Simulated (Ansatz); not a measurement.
# Pt2W (Immm) in Ansatz: further runs

Runs on Pt2W. Level: PBEsol. Tasks: phonons, elastic constants.

Everything below comes from runs of Ansatz 0.2.0. Logs are shortened: lines on timing, memory, paths and dates and some standing lists are left out, and cuts for length are marked.

## 1. The crystal as given

The structure is orthorhombic, space group Immm (No. 71). The conventional cell has a = 2.773 Å, b = 3.964 Å, c = 8.307 Å, α = 90.00°, β = 90.00°, γ = 90.00°. Pt (site symmetry mm2) is surrounded by 7 Pt at 2.71 to 2.82 Å and 5 W at 2.77 to 2.80 Å. W (site symmetry mmm) is surrounded by 2 W at 2.77 Å and 10 Pt at 2.77 to 2.80 Å.

The cell comes from a database or a generator and needn't be the stable form of this composition.

## 2. Phonons, PBEsol

input.yaml

```yaml
crystal:
  lattice:
    - [-1.38636625, 1.98220299, 4.153262805]
    - [1.38636625, -1.98220299, 4.153262805]
    - [1.38636625, 1.98220299, -4.153262805]
  atoms:
    - { symbol: Pt, position: [0.3367753, 0.3367753, 0.0] }
    - { symbol: Pt, position: [0.6632247, 0.6632247, 0.0] }
    - { symbol: W, position: [0.0, 0.0, 0.0] }
hamiltonian:
  xc: pbesol
  pseudopotentials: { kind: paw }
kpoints:
  mp_grid: { grid: [10, 10, 10] }
scf:
  occupations: { method: fermi_dirac, width: 0.05 }
phonons:
  method: dfpt
```

Potentials or basis: Ansatz PAW.

Launch:

```sh
> ansatz run input.yaml --threads 2 --pin off --max-ram 5632MiB --backend cpu --events-out ev --progress --plain --runs-dir out
```

Log:

```text
Warning: RAYON_NUM_THREADS=2 ignored (pool sized by the plan → 2); use --threads N
zone centre: on kpoints.mp_grid the ground state, and the responses unless they are solved on pairs of k-points, stand on 171 of the mesh's 1000 k-points, reduced under 4 symmetry operations, with k and −k counted as one. Each operation leaves every solved displacement unchanged or reverses it
Engine: ansatz 0.2.0, aarch64-unknown-linux-gnu
Pseudopotentials: kind: paw
Pseudopotential: Pt, paw, valence charge 18, recommended cutoff 420 eV (normal), Pt.paw.azcp
Pseudopotential: W, paw, valence charge 14, recommended cutoff 420 eV (normal), W.paw.azcp
Functional definition: PBEsol
  exchange = pbesol_x
  correlation = pbesol_c
Crystal: 3 atoms, lattice volume = 45.654 Å³
Basis set: ecut = 420 eV, 883 PW (Γ), exchange–correlation on 72×72×72 points (8 copies of the dense FFT grid, shifted against one another)
Bands: 30, of which v1, the nominal top of the filled ones, is band 25 counted from 1 (24 counted from 0)
Symmetry: 8 space group operations
k-points: 171 of 1000 (irreducible under 4 space group operations, time reversal used)
Non-local potential: Pt, projectors of the file, l = 0: 3, l = 1: 2, l = 2: 2, l = 3: 1
Non-local potential: W, projectors of the file, l = 0: 3, l = 1: 2, l = 2: 2, l = 3: 1
PAW form: soft (Blöchl's): semilocal exchange-correlation on the pseudo side does not see the compensation charge
PAW frozen core: Pt, regenerated for the run's functional, and the local potential with it (the file was generated under x = pbe(κ = 0.804, μ = 0.2195149727645171), c = pbe(β = 0.06672455060314922))
PAW frozen core: W, regenerated for the run's functional, and the local potential with it (the file was generated under x = pbe(κ = 0.804, μ = 0.2195149727645171), c = pbe(β = 0.06672455060314922))
PAW one-centre angular grid: Pt, 590 points (default); XC on 64 Gauss nodes
PAW one-centre angular grid: W, 590 points (default); XC on 64 Gauss nodes
Initial density: superposition of atomic densities (neutral atoms: chi_scale 0, normalization atom), corrected by the library's trained network
Initial wavefunctions: pseudopotential atomic-orbital guess
Functional: x = pbesol(κ = 0.804, μ = 0.12345679012345678), c = pbesol(β = 0.046)
SCF iter   1: F=—  HF=-35025.340478 eV  |F-HF|=—  |Δ(HF+E_count)|=         —  Δρ=9.36e-3  dr2=4.36e-2  ethr=1.77e-3  ⟨swp⟩=5.7  Hψ=18441  notcnv=0
preconditioner: auto → Kerker (q_TF=auto, 2.770 Å⁻¹)  [metal: Δε(μ)=0.017 eV  Ē_g=6.660 eV  σ=0.050 eV  W_gap=0.09  n_scr=18 (ndim 8)  ℏωp=28.0 eV  f_vac=0.000  D(μ)=1.59/eV (n_scr^D=10)]
SCF iter   2: F=—  HF=-35025.336868 eV  |F-HF|=—  |Δ(HF+E_count)|=   3.61e-3  Δρ=4.53e-3  dr2=9.62e-3  ethr=8.72e-5  ⟨swp⟩=1.4  Hψ=6991  notcnv=0
SCF iter   3: F=—  HF=-35025.335578 eV  |F-HF|=—  |Δ(HF+E_count)|=   1.29e-3  Δρ=7.08e-4  dr2=1.45e-4  ethr=1.92e-5  ⟨swp⟩=2.4  Hψ=6896  notcnv=0
SCF iter   4: F=—  HF=-35025.335569 eV  |F-HF|=—  |Δ(HF+E_count)|=   9.68e-6  Δρ=1.03e-4  dr2=3.94e-6  ethr=2.89e-7  ⟨swp⟩=2.3  Hψ=8167  notcnv=0
SCF iter   5: F=—  HF=-35025.335566 eV  |F-HF|=—  |Δ(HF+E_count)|=   2.54e-6  Δρ=2.82e-5  dr2=2.90e-7  ethr=7.88e-9  ⟨swp⟩=1.5  Hψ=6376  notcnv=0
SCF iter   6: F=—  HF=-35025.335566 eV  |F-HF|=—  |Δ(HF+E_count)|=   6.03e-8  Δρ=6.75e-6  dr2=2.33e-8  ethr=5.81e-10  ⟨swp⟩=2.0  Hψ=7033  notcnv=0
SCF iter   7: F=—  HF=-35025.335566 eV  |F-HF|=—  |Δ(HF+E_count)|=   2.34e-9  Δρ=1.03e-6  dr2=5.58e-10  ethr=4.66e-11  ⟨swp⟩=1.5  Hψ=6494  notcnv=0
SCF iter   8: F=—  HF=-35025.335566 eV  |F-HF|=—  |Δ(HF+E_count)|=  5.82e-11  Δρ=1.44e-7  dr2=1.21e-11  ethr=1.12e-12  ⟨swp⟩=1.6  Hψ=5805  notcnv=0
SCF iter   9: F=-35025.335566 eV  HF=-35025.335566 eV  |F-HF|=0.00e0  |Δ(HF+E_count)|=  1.46e-11  Δρ=2.58e-8  dr2=2.17e-13  ethr=1.00e-12  ⟨swp⟩=5.4  Hψ=20536  notcnv=0
SCF 1 converged in 9 iterations: F = -35025.335566 eV  dr2 = 2.17e-13
DFPT response loops at Γ: preconditioner auto → Kerker (q_TF=auto, 2.770 Å⁻¹) (partly filled bands, converged f_vac=0.000); β = 1.00, the filter's whole step (`scf.mixing.beta` (0.50) is not read by the response loops under this deck's `scf.mixing.preconditioner`; to damp them name `kerker` or `kerker_dos`, under which they read `scf.mixing.beta`, and type it under 1.00, their step now; both keys bind the ground state too); Broyden in place of MSR1
SCF converged after 9 iterations
Free energy (F): -35025.335566 eV
Harris-Foulkes:  -35025.335566 eV  (|F-HF|=0.00e0)
Internal energy: -35025.322734 eV  (E = F + TS)
E sigma→0 (E₀):  -35025.329150 eV
Entropy (-TS):   -0.012832 eV (-4.277 meV/atom)
Fermi energy:    23.532478 eV
--- Per-component energies (eV) ---
  E_band       = -345.595307
  E_kinetic    = 1725.589033
  E_local      = -3607.935240  (includes V_loc(G=0)·N_el)
  E_nonlocal   = 405.897096
  E_hartree    = 1342.334023
  E_xc         = -787.107734
  E_vxc        = -845.085113  (∫ρ·V_xc dr)
  E_paw        = -27067.932496  (= ΣΔE_a)
  E_vpaw       = -708.729457  (= ΣTr[D̂ρ^β])
  E_aug_tail   = 0.000324  (compensation charges beyond the density's cutoff)
  E_ewald      = -7036.963495
  E_core_change = 0.795755  (= ΣΔE_core)
  E_smearing   = -0.012832  (= −TS)
  E_closure    = 0.000000  (closes the sum)
  Σ components = -35025.335566   (vs F -35025.335566, Δ=0.00e0)
--- Band table (eV; the first three rows and the last of 171) ---
  k-point 0: bands = ["-75.5084", "-75.4829", "-51.0053", "-29.8404", "-29.7842", "-29.6137", "-29.6011", "-29.5250", "-29.4658", "-15.2929", "-15.2360", "-14.7177", "13.0048", "17.2503", "17.8241", "18.3571", "18.6293", "19.2405", "19.3891", "19.7645", "20.4268", "21.0612", "21.3710", "21.4238", "22.2595", "22.7569", "25.0169", "26.1148", "27.4815", "29.6322"]
  k-point 1: bands = ["-75.5065", "-75.4827", "-51.0006", "-29.8382", "-29.7770", "-29.6176", "-29.6047", "-29.5397", "-29.4925", "-15.2842", "-15.2304", "-14.7958", "13.4199", "17.5001", "18.0284", "18.3026", "18.4008", "19.1796", "19.1985", "19.6808", "20.5628", "20.6679", "21.1986", "21.3692", "22.8430", "22.9991", "24.6733", "26.0338", "28.3714", "30.0647"]
  k-point 2: bands = ["-75.5015", "-75.4822", "-50.9881", "-29.8307", "-29.7580", "-29.6350", "-29.6300", "-29.5621", "-29.5565", "-15.2623", "-15.2145", "-14.9955", "14.5025", "17.7895", "17.9896", "18.0896", "18.3680", "19.1511", "19.1646", "19.5239", "20.2729", "20.6615", "21.5041", "21.7511", "23.2317", "23.2318", "24.3323", "25.4633", "29.2562", "29.9500"]
  k-point 170: bands = ["-75.5006", "-75.4907", "-51.0056", "-29.8028", "-29.7598", "-29.6797", "-29.5951", "-29.5390", "-29.4517", "-15.3031", "-15.2332", "-14.7167", "15.5747", "15.7609", "16.1997", "16.7474", "18.2574", "19.4708", "19.5307", "20.3539", "20.4616", "21.3294", "21.5213", "21.7168", "22.5697", "25.0644", "25.3719", "25.4138", "25.9048", "26.4403"]
--- Phonons (Γ-DFPT): 6 representative perturbations + reference, on 171 of 1000 k-points (Σ response iterations 18) ---
  k mesh reduced under 4 symmetry operations, with k and −k counted as one. Each operation leaves every solved displacement unchanged or reverses it
  ASR residual: 3.204e-4 → 0.000e0 eV/Å²; symmetrization residual: 7.239e-5 eV/Å²
  ASR residual per site (eV/Å²): 2.39e-4 2.39e-4 3.20e-4
  Γ frequencies (cm⁻¹): 0.00 0.00 0.00 107.22 117.14 130.45 149.04 161.34 182.97
  non-analytic LO–TO correction: not included (Born effective charges unavailable; polar crystals: no LO–TO splitting at Γ)
```

Wall time 94 s (2 threads of Arm Neoverse V2, shared host); peak memory 0.92 GiB.

Results:

| Item | Value |
| --- | --- |
| Free energy | -35025.3356 eV |
| Band gap on the k mesh | none (metal or under the smearing width) |
| Highest phonon frequency at Γ | 183 cm⁻¹ |

Levels at points of the mesh, in eV from the Fermi level:
```csv
k point,band 23,band 24,band 25,band 26,band 27,band 28
"(0.00, 0.00, 0.00)",-2.16,-2.11,-1.27,-0.78,1.48,2.58
"(0.00, 0.00, -0.50)",-0.64,-0.63,-0.41,0.67,1.26,3.16
"(0.00, -0.50, 0.00)",0.17,0.47,0.80,1.57,1.70,1.90
"(0.00, -0.50, -0.50)",-2.18,-1.64,-1.07,-0.63,0.93,1.65
"(-0.50, -0.50, -0.50)",-2.01,-1.82,-0.96,1.53,1.84,1.88
```

Phonon frequencies in cm⁻¹ (negative: imaginary):
```csv
q point,frequencies
"(0.000, 0.000, 0.000)",0 0 0 107 117 130 149 161 183
```

Caveat: the PAW data sets come from PBE, with cores solved anew for the run's functional, which leaves a small shift of forces and pressure. The run has no spin-orbit coupling, so splittings on Pt, W are missing.

## 3. Elastic constants, PBEsol

Edit input.yaml of step 2 so:

```diff
@@ -16,3 +16,7 @@
   occupations: { method: fermi_dirac, width: 0.05 }
-phonons:
-  method: dfpt
+output:
+  forces: true
+  stress: true
+elastic:
+  mode: clamped_ion
+  stencil: two_point
```

Potentials or basis: Ansatz PAW.

Launch:

```sh
> ansatz run input.yaml --threads 2 --pin off --max-ram 5632MiB --backend cpu --events-out ev --progress --plain --runs-dir out
```

Log:

```text
Warning: RAYON_NUM_THREADS=2 ignored (pool sized by the plan → 2); use --threads N
Engine: ansatz 0.2.0, aarch64-unknown-linux-gnu
Pseudopotentials: kind: paw
Pseudopotential: Pt, paw, valence charge 18, recommended cutoff 420 eV (normal), Pt.paw.azcp
Pseudopotential: W, paw, valence charge 14, recommended cutoff 420 eV (normal), W.paw.azcp
Functional definition: PBEsol
  exchange = pbesol_x
  correlation = pbesol_c
Crystal: 3 atoms, lattice volume = 45.654 Å³
Basis set: ecut = 420 eV, 883 PW (Γ), exchange–correlation on 72×72×72 points (8 copies of the dense FFT grid, shifted against one another)
Bands: 30, of which v1, the nominal top of the filled ones, is band 25 counted from 1 (24 counted from 0)
Symmetry: 8 space group operations
Space group: Immm (ITA 71), of the structure as read, at distance tolerance 3.6e-5 Å
k-points: 171 of 1000
Non-local potential: Pt, projectors of the file, l = 0: 3, l = 1: 2, l = 2: 2, l = 3: 1
[... 197 lines left out ...]
         δ    σ_11 (GPa)             F (eV)   n_scf  n_hpsi   n_pw
    -2.000e-3       3.8465      -35025.3380617       9   84811    905
     2.000e-3       5.9379      -35025.3324768       6   67150    908
  strain η (Voigt 22):  stress-route row diagonal C_22 = 461.32 GPa, energy-path curvature d²(F+E_count+ΔE)/dδ²/Ω₀ = 461.35 GPa
         δ    σ_22 (GPa)             F (eV)   n_scf  n_hpsi   n_pw
    -2.000e-3       4.6170      -35025.3384627       9   84785    908
     2.000e-3       6.4623      -35025.3321435       5   66991    909
  strain η (Voigt 33):  stress-route row diagonal C_33 = 559.82 GPa, energy-path curvature d²(F+E_count+ΔE)/dδ²/Ω₀ = 559.69 GPa
         δ    σ_33 (GPa)             F (eV)   n_scf  n_hpsi   n_pw
    -2.000e-3       4.0597      -35025.3382026       9   86597    905
     2.000e-3       6.2990      -35025.3322934       6   66581    908
  strain η (Voigt 23):  stress-route row diagonal C_44 = 197.12 GPa, energy-path curvature d²(F+E_count+ΔE)/dδ²/Ω₀ = 194.38 GPa
         δ    σ_23 (GPa)             F (eV)   n_scf  n_hpsi   n_pw
    -2.000e-3      -0.3942      -35025.3354568       7  131556    908
     2.000e-3       0.3942      -35025.3354568       5  120522    908
  strain η (Voigt 13):  stress-route row diagonal C_55 = 98.06 GPa, energy-path curvature d²(F+E_count+ΔE)/dδ²/Ω₀ = 95.52 GPa
         δ    σ_13 (GPa)             F (eV)   n_scf  n_hpsi   n_pw
    -2.000e-3      -0.1961      -35025.3355122       7  126721    906
     2.000e-3       0.1961      -35025.3355122       5  100301    906
  strain η (Voigt 12):  stress-route row diagonal C_66 = 176.50 GPa, energy-path curvature d²(F+E_count+ΔE)/dδ²/Ω₀ = 173.87 GPa
         δ    σ_12 (GPa)             F (eV)   n_scf  n_hpsi   n_pw
    -2.000e-3      -0.3530      -35025.3354670       7  128108    908
     2.000e-3       0.3530      -35025.3354670       5  102076    908
```

It took 89 s on 2 threads of Arm Neoverse V2, shared host; peak memory 0.65 GiB.

Results:

```
Free energy            : -35025.3356 eV
Pressure               : -5.2 GPa
Largest force          : 0.037 eV/Å
Band gap on the k mesh : none (metal or under the smearing width)
Voigt bulk modulus     : 298 GPa
```

Forces in eV/Å, atoms in the order of the input:
```
Pt   0.000  0.000  0.037
Pt   0.000  0.000 -0.037
W    0.000  0.000  0.000
```

Stress tensor (GPa, compression positive):
```
-4.91  0.00  0.00
 0.00 -5.54  0.00
 0.00  0.00 -5.19
```

Levels at points of the mesh, in eV from the Fermi level:
```tsv
k point	band 22	band 23	band 24	band 25	band 26	band 27	band 28	band 29
(0.00, 0.00, 0.00)	-2.47	-2.16	-2.11	-1.27	-0.78	1.48	2.58	3.95
(0.00, 0.00, -0.50)	-2.66	-0.64	-0.63	-0.41	0.67	1.26	3.16	4.88
(0.00, -0.50, 0.00)	-1.65	0.17	0.47	0.80	1.57	1.70	1.90	2.44
(0.00, -0.50, -0.50)	-2.33	-2.18	-1.64	-1.07	-0.63	0.93	1.65	2.26
(-0.50, -0.50, -0.50)	-2.20	-2.01	-1.82	-0.96	1.53	1.84	1.88	2.37
```

Elastic tensor in Voigt notation (GPa, ions clamped, in the Cartesian axes of the cell as first typed):
```
523 227 129   0   0   0
226 461 214   0   0   0
129 215 560   0   0   0
  0   0   0 197   0   0
  0   0   0   0  98   0
  0   0   0   0   0 176
```

Caveat: the cell is more than 3 GPa from zero pressure, which shifts response properties; elastic constants of metals need much finer meshes, so these are rough; the PAW data sets come from PBE, with cores solved anew for the run's functional, which leaves a small shift of forces and pressure.
